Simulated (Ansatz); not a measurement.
# ZnSbO: what a guessed cell relaxes into, part 2 of 2

Aim: relax a trial structure of ZnSbO and see where it ends.

Ansatz 0.2.0; DFT PBE, scalar-relativistic, plane waves, PAW.

## Step 4: Coarse relaxation, continued

The end of the coarse run is made exact in the group found at a tolerance of 0.06 Å and reduced to its primitive cell.

File input.yaml:

```yaml
crystal:
  lattice:
    - [4.4043257536, 0.0, 0.0]
    - [-2.2021628768, 3.8142579892, 0.0]
    - [0.0, 0.0, 3.1658460272]
  atoms:
    - { symbol: Zn, position: [0.3333333333, 0.6666666667, 0.5] }
    - { symbol: Sb, position: [0.0, 0.0, 0.5] }
    - { symbol: O, position: [0.6666666667, 0.3333333333, 0.0] }
basis:
  ecutwfc: 420
kpoints:
  mp_grid: { grid: [6, 6, 6] }
hamiltonian:
  xc: pbe
scf:
  occupations: { method: gaussian, width: 0.1 }
  lower_state_search: "off"
output:
  forces: true
  stress: true
  eigenvalues: true
relax:
  adjacent_minimum: "off"
  f_tol: 0.04
  max_steps: 70
  cell: { stress_tol: 0.4 }
```

Run with:

```console
$ ansatz run input.yaml --threads 1 --pin off --max-ram 2560MiB --backend cpu --events-out ev --progress --plain --runs-dir out
```

Standard output (excerpt; [...] marks lines left out):

```text
[...]
relax step   4: F+E_penalty+E_count = -10367.23828234 eV  Δ(F+E_penalty+E_count) = +8.591e-4 eV  max|allowed force component| = 5.181e-16 eV/Å  Δτ_max = 0.0000 Å  P = -0.172 GPa  Ω = 52.637 Å³  stress off target by 3.16e-1 GPa  SCF on the basis re-selected at this cell (its energy is not [...]
SCF converged after 6 iterations
Free energy (F): -10367.238282 eV
[...]
E sigma→0 (E₀):  -10367.235528 eV
Entropy (-TS):   -0.005509 eV (-1.836 meV/atom)
Fermi energy:    9.003061 eV
[...]
--- Forces (eV/Å), atoms counted from 1 ---
  atom   1  Zn    -0.00000000    -0.00000000    -0.00000000
  atom   2  Sb     0.00000000     0.00000000     0.00000000
  atom   3  O      0.00000000     0.00000000     0.00000000
[...]
--- Stress (GPa, compression-positive) ---
       -0.099609       0.000000      -0.000000
        0.000000      -0.099609      -0.000000
[...]
--- Band table (eV; the first three rows and the last of 28) ---
  k-point 0: bands = ["-20.2202", "-20.1300", "-20.1300", "-20.0814", "-20.0814", "-7.4315", "-1.4901", "1.6183", "1.6183", "1.8003", "2.0691", "2.0691", "6.6714", "6.6714", "8.2647", "8.2647", "8.2769", "8.8433", "14.0913", "15.7144", "15.7144"]
[...]
--- Relaxed structure (3 steps of the walk, 3 accepted, 1 SCFs on fresh bases) ---
  F+E_penalty+E_count = -10367.23828234 eV   max|allowed force component| = 5.181e-16 eV/Å   (the final SCF, on the basis selected at the relaxed cell)
  cell:  # Å, volume = 52.6367 Å³
    - [4.436226842928752, -6.014906609790004e-34, 1.403960736469306e-18]
    - [-2.218113421464376, 3.841885142926738, -7.019803682346531e-19]
    - [1.0091722929984466e-18, -1.0808844111336016e-34, 3.0883765078721104]
  atoms:
    - { symbol: Zn, position: [0.3333333333333333, 0.6666666666666666, 0.5] }
    - { symbol: Sb, position: [-6.7407548053553255e-34, 3.5906071025097645e-34, 0.5] }
    - { symbol: O, position: [0.6666666666666666, 0.3333333333333333, -9.62964972193618e-35] }
```

Run time: 19 s. Hardware: 1 thread of Intel Xeon at 2.70GHz, shared host; peak memory 0.39 GiB.

## Step 5: Relaxation on the finer mesh

The end of the coarse run is made exact in the group found at a tolerance of 0.06 Å and reduced to its primitive cell.

File input.yaml:

```yaml
crystal:
  lattice:
    - [4.4362268429, 0.0, 0.0]
    - [-2.2181134215, 3.8418851429, 0.0]
    - [0.0, 0.0, 3.0883765079]
  atoms:
    - { symbol: Zn, position: [0.3333333333, 0.6666666667, 0.5] }
    - { symbol: Sb, position: [0.0, 0.0, 0.5] }
    - { symbol: O, position: [0.6666666667, 0.3333333333, 0.0] }
basis:
  ecutwfc: 420
kpoints:
  mp_grid: { grid: [12, 12, 16] }
hamiltonian:
  xc: pbe
scf:
  occupations: { method: gaussian, width: 0.1 }
output:
  forces: true
  stress: true
  eigenvalues: true
  write_density: true
  write_potential: true
  elf: true
  volumetric_format: npy
relax:
  adjacent_minimum: "off"
  f_tol: 0.01
  max_steps: 80
  cell: { stress_tol: 0.05 }
```

Run with:

```console
$ ansatz run input.yaml --threads 1 --pin off --max-ram 2560MiB --backend cpu --events-out ev --progress --plain --runs-dir out
```

Standard output (excerpt; [...] marks lines left out):

```text
Warning: RAYON_NUM_THREADS=1 ignored (pool sized by the plan → 1); use --threads N
[...]
[... 5 set-up lines as earlier in the session ...]
[...]
Crystal: 3 atoms, lattice volume = 52.637 Å³
Basis set: ecut = 420 eV, 1025 PW (Γ), exchange–correlation on 60×60×48 points (8 copies of the dense FFT grid, shifted against one another)
Bands: 21, of which v1, the nominal top of the filled ones, is band 17 counted from 1 (16 counted from 0)
[... 1 set-up line as earlier in the session ...]
Space group: P-6m2 (ITA 187), of the structure as read, at distance tolerance 3.7e-5 Å
k-points: 171 of 2304 (time reversal used)
[...]
        0.000000       0.000000      -0.013212
  P = ⅓ Tr σ = -0.0085 GPa (-0.085 kbar)
--- Band table (eV; the first three rows and the last of 171) ---
  k-point 0: bands = ["-20.2111", "-20.1124", "-20.1124", "-20.0676", "-20.0676", "-7.3717", "-1.4709", "1.6537", "1.6537", "1.8348", "2.1082", "2.1082", "6.7286", "6.7286", "8.2926", "8.2926", "8.3317", "8.8688", "14.1593", "15.7707", "15.7707"]
[...]
--- Relaxed structure (3 steps of the walk, 3 accepted, 1 SCFs on fresh bases) ---
  F+E_penalty+E_count = -10367.22538006 eV   max|allowed force component| = 3.701e-17 eV/Å   (the final SCF, on the basis selected at the relaxed cell)
  cell:  # Å, volume = 52.5009 Å³
    - [4.43503299376472, 2.885981769438463e-11, 0.0]
    - [-2.217516496907353, 3.8408512392079692, 0.0]
    - [0.0, 0.0, 3.0820672273172858]
  atoms:
    - { symbol: Zn, position: [0.33333333333333326, 0.6666666666666666, 0.49999999999999994] }
    - { symbol: Sb, position: [3.8989856713597695e-35, 7.79797134263165e-35, 0.49999999999999994] }
    - { symbol: O, position: [0.6666666666666666, 0.3333333333333333, 0.0] }
```

Wall time 84 s (1 thread of Intel Xeon at 2.70GHz, shared host); peak memory 0.54 GiB.

Relaxation path:

```
step  energy from step 1 (eV/cell)  largest force component (eV/Å)  pressure (GPa)  volume (Å³)
   1                        0.0000                          0.0000           -0.16        52.64
   2                       -0.0005                          0.0000            0.14        52.38
   3                       -0.0003                          0.0000            0.00        52.50
   4                       -0.0001                          0.0000           -0.01        52.50
```

Step 1 is the start. Step 4 repeats the geometry before it on a plane-wave basis chosen anew for that cell, so its energy need not be comparable with the rows above.

|  | before | after | change |
| --- | --- | --- | --- |
| a (Å) | 4.436 | 4.435 | 0.0 % |
| b (Å) | 4.436 | 4.435 | 0.0 % |
| c (Å) | 3.088 | 3.082 | -0.2 % |
| volume (Å³/atom) | 17.55 | 17.50 | -0.3 % |
| shortest distance (Å) | 2.561 | 2.561 | 0.0 % |
| space group (0.01 Å) | P-6m2 | P-6m2 | same |

The run keeps the 12 symmetry operations of the start, so it could not have lowered the symmetry.

Density in a lattice plane of the grid's cell (edges 4.44 and 4.44 Å, at 0.500 of the third edge), which holds Zn and Sb.

Ten even steps from '0' (0.06 e/Å³) to '9' (38.97 e/Å³):
```
421000000000000000000134
110000000000000000000122
000000000000000000000000
000000000100000000000000
000000013321000000000000
000000158741000000000000
000001389620000000000000
000001354200000000000000
000000111000000000000000
000000000000000000000000
000000000000000000000000
000000000000000000000000
000000000000000000000000
000000000000000000000000
000000000000000000000000
000000000000000000000000
000000000000000000000000
122100000000000000000001
443100000000000000000012
542100000000000000000124
```
Columns run along the first of these edges and rows up along the second, over one cell in 24 and 20 even steps from the bottom left corner. Atoms in the plane (fractional): Zn at (0.33, 0.67), Sb at (0.00, 0.00).

ELF in the same plane.

Ten even steps from '0' (0.00) to '9' (0.51):
```
001468986543345799863100
024689965433445799763100
357898643322345799764322
679986421101245799876556
899754200000245799877667
997542000000245798876678
764420000001345676655566
444320000013344443333334
333321001133333211111123
334432223333321110000112
344444444443210000000112
456666666542100000000113
789999997531100000000124
999999997521000000001247
887778886421000000012468
665567776421000001124677
322346666421100011356665
000136676421111124566642
000146777532222357776410
000257887543334578875200
```
Columns run along the first of these edges and rows up along the second, over one cell in 24 and 20 even steps from the bottom left corner. Atoms in the plane (fractional): Zn at (0.33, 0.67), Sb at (0.00, 0.00).

Both are smooth fields of the valence electrons: close to the nuclei they are not physical.

The highest ELF values outside the cores: 0.85 in the shell around O, 0.6 Å from O; 0.53 on the Sb–Zn line, 1.2 Å from Sb; 0.50 on the Sb–Sb line, 1.3 Å from Sb.

## Step 6: Results

What follows sums up all 2 parts. Changes of volume or cell count from the first structure of part 1.

| quantity | value |
| --- | --- |
| symmetry at the end (tolerance 0.05 Å) | space group P-6m2 (No. 187) |
| conventional cell | a = 4.435 Å, b = 4.435 Å, c = 3.082 Å, α = 90.00°, β = 90.00°, γ = 120.00° |
| volume | 17.50 Å³/atom |
| energy over the elements (uncorrected; H, N, O, F and Cl as molecules) | +0.42 eV/atom |
| gap on the mesh | none (metal) |

**Reading.** The space group P-6m2 (No. 187) is kept, and the volume per atom shrinks by 6.9 % from the first guess. With a positive formation energy it can't be a ground state. No finished test with a distortion of lower symmetry is shown, so the end may be a saddle point. The runs treat Sb without spin-orbit coupling. Spin polarisation is off in the runs that give these values; a magnetic solution could lie lower.
